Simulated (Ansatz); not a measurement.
Runs of Ansatz 0.2.0 on NaLaMnMoO6. Symmetry: F-43m, No. 216, cubic system. The conventional cell has a = 7.725 Å, b = 7.725 Å, c = 7.725 Å, α = 90.00°, β = 90.00°, γ = 90.00°. Around Na (site symmetry -43m) lie 12 O at 2.73 Å. La (site symmetry -43m) has 12 O at 2.73 Å as nearest neighbours. Mn (site symmetry -43m) is surrounded by 6 O at 1.91 Å. Around Mo (site symmetry -43m) lie 6 O at 1.96 Å. O (site symmetry 2mm) has 1 Mn at 1.91 Å and 1 Mo at 1.96 Å as nearest neighbours. The cell was built by a generator and needn't be a form met in nature.

```csv
potentials or basis,cutoff (eV),gap on the mesh (eV),pressure (GPa),moment (μB),largest force (eV/Å)
Ansatz NC,1497,none,0.1,1.21,0.02
Ansatz PAW earlier set,900,none,0.0,1.16,0.01
SPMS NC,1034,none,(b),1.29,0.02
JTH PAW,1800,none,(a),1.16,0.04
PseudoDojo standard (PBE files),1497,none,0.1,1.29,0.04
```

Alike in all rows: task single point; level PBE; spin collinear, ferromagnetic start; cell as given; k mesh 6 × 6 × 6; smearing fermi-dirac 0.05 eV.

Estimate the missing entries.

(a) 0.6; (b) 0.5.

Caveats: a cell with one magnetic atom can't hold antiferromagnetic order, which such compounds often take; semilocal functionals often make such compounds metallic where correlation or magnetic order opens a gap, which also shifts bond lengths.

A k mesh can miss the band edges, and the runs leave out spin-orbit coupling on La, Mo.

A gap of «none» marks a metal or a gap under the smearing width.

Not every run made on this cell is shown here.
